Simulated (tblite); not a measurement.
# C7H16SSi: the cost of one run

Programs: tblite 0.8.0 and PySCF 2.14.0, with density-fitted response routines of our own. Each step states its level of theory. These are calculated values for one molecule in the gas phase, unless marked as measured. Atoms count from 0, in the outputs and in this text.

## 1. The starting structure

25 atoms, charge 0, multiplicity 1; geometry from: force field or distance geometry start.

Bonds of the start (Å): C0–C1 1.54, C1–Si2 1.84, Si2–C3 1.87, C3–C4 1.53, C3–C5 1.54, Si2–C6 1.86, C6–S7 1.84, S7–C8 1.85, C8–Si2 1.87, C0–H9 1.09, C0–H10 1.10, C0–H11 1.09, C1–H12 1.09, C1–H13 1.09, C3–H14 1.11, C4–H15 1.10, C4–H16 1.09, C4–H17 1.10, C5–H18 1.09, C5–H19 1.10, C5–H20 1.10, C6–H21 1.09, C6–H22 1.10, C8–H23 1.09, C8–H24 1.10.

## 2. Relaxing the molecule with GFN2-xTB

Job settings and geometry (Å):

```
{"job": {"kind": "relax", "xc": "GFN2-xTB", "basis": "xTB"}, "charge": 0, "multiplicity": 1}
C      2.195900    -1.155500    -0.792200
C      1.330100     0.021800    -1.274900
Si     0.150700     0.715200    -0.049000
C     -1.290700    -0.360700     0.463500
C     -2.083400    -0.952900    -0.699000
C     -0.906400    -1.501800     1.428900
C      0.928300     1.606800     1.385600
S      1.052000     3.130400     0.356400
C     -0.435700     2.435900    -0.499400
H      2.772500    -0.890400     0.098100
H      1.569300    -2.025300    -0.545600
H      2.880200    -1.456900    -1.579200
H      2.010500     0.808600    -1.593900
H      0.790200    -0.302900    -2.161600
H     -1.982000     0.293100     1.026500
H     -2.448000    -0.160100    -1.361600
H     -2.955400    -1.503200    -0.345400
H     -1.472100    -1.644100    -1.302600
H     -1.794500    -2.028100     1.788800
H     -0.243600    -2.235000     0.955800
H     -0.382600    -1.110900     2.319700
H      1.891500     1.212000     1.718200
H      0.284800     1.734800     2.273600
H     -0.491300     2.648900    -1.571200
H     -1.381400     2.744500    -0.030300
```

Run with:

```bash
$ OMP_NUM_THREADS=1 python probes_run.py task.json out
```

The driver reads the jobs from task.json and runs them one after another.

**Question.** How long does this first job take on 1 thread of Arm Neoverse N1, shared host, and how much memory does it need?

About 1.7 s, with a peak of 0.18 GiB.
